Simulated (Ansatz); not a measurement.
# Ti: the cost of one run

Program: Ansatz 0.2.0. Level of theory: DFT PBEsol, scalar-relativistic, plane waves, PAW. These are calculated values, not measurements.

3 further runs of the same task are left out: 1 for a known fault of the program, 2 set aside as unsound or not needed.

## 1. Starting point

Symmetry: Im-3m, No. 229, cubic system. The conventional cell has a = 3.210 Å, b = 3.210 Å, c = 3.210 Å, α = 90.00°, β = 90.00°, γ = 90.00°. Ti (site symmetry m-3m) is surrounded by 8 Ti at 2.78 Å.

As a file:

```xyz
1
Lattice="-1.6050 1.6050 1.6050 1.6050 -1.6050 1.6050 1.6050 1.6050 -1.6050" Properties=species:S:1:pos:R:3 pbc="T T T"
Ti    0.0000    0.0000    0.0000
```

It is the result of an earlier relaxation at this level (volume 16.54 Å³/atom; gap on the mesh: none (metal)).

## 2. Plan of the line

The energy is mapped over two normal modes frozen in (zone-centre modes of the cell shown, which folds in the wave vector (1/2, 1/2, 1/2) of the primitive cell).

First coordinate, amplitude of mode 4 (224 cm⁻¹), largest displacement: 11 values from −0.184 Å. Second coordinate, amplitude of mode 5 (224 cm⁻¹), largest displacement: 11 values from −0.184 Å.

Nothing else is relaxed (the cell and all other modes fixed). Energies count from the relaxed high-symmetry cell. Points are written as (first, second).

The modes come from a phonon run on the reference cell, made beforehand.

The patterns, per unit of each coordinate (Å):

```tsv
atom	x1	y1	z1	x2	y2	z2
Ti1	1.000	0.000	0.000	0.000	1.000	0.000
Ti2	-1.000	0.000	0.000	0.000	-1.000	0.000
```

## 3. Grid point (−0.147 Å, −0.147 Å)

input.yaml

```yaml
crystal:
  lattice:
    - [0.0, -3.2099008398, 0.0]
    - [-3.2099008398, 0.0, 0.0]
    - [0.0, 0.0, -3.2099008398]
  atoms:
    - { symbol: Ti, position: [0.5458581144, 0.5458581144, 0.5] }
    - { symbol: Ti, position: [-0.0458581144, -0.0458581144, 0.0] }
basis:
  ecutwfc: 520.0
kpoints:
  mp_grid: { grid: [14, 14, 14] }
hamiltonian:
  xc: pbesol
  pseudopotentials: { kind: paw, azcp: { folder: soft_1 } }
scf:
  occupations: { method: gaussian, width: 0.15 }
output:
  forces: true
  stress: true
  eigenvalues: true
```

The run is started by

```
ansatz run input.yaml --threads 2 --pin off --max-ram 4096MiB --backend cpu --events-out ev --progress --plain --runs-dir out
```

Q: Estimate wall time and peak memory on 2 threads of Arm Neoverse N1, shared host.

About 14 s, with a peak of 0.52 GiB.
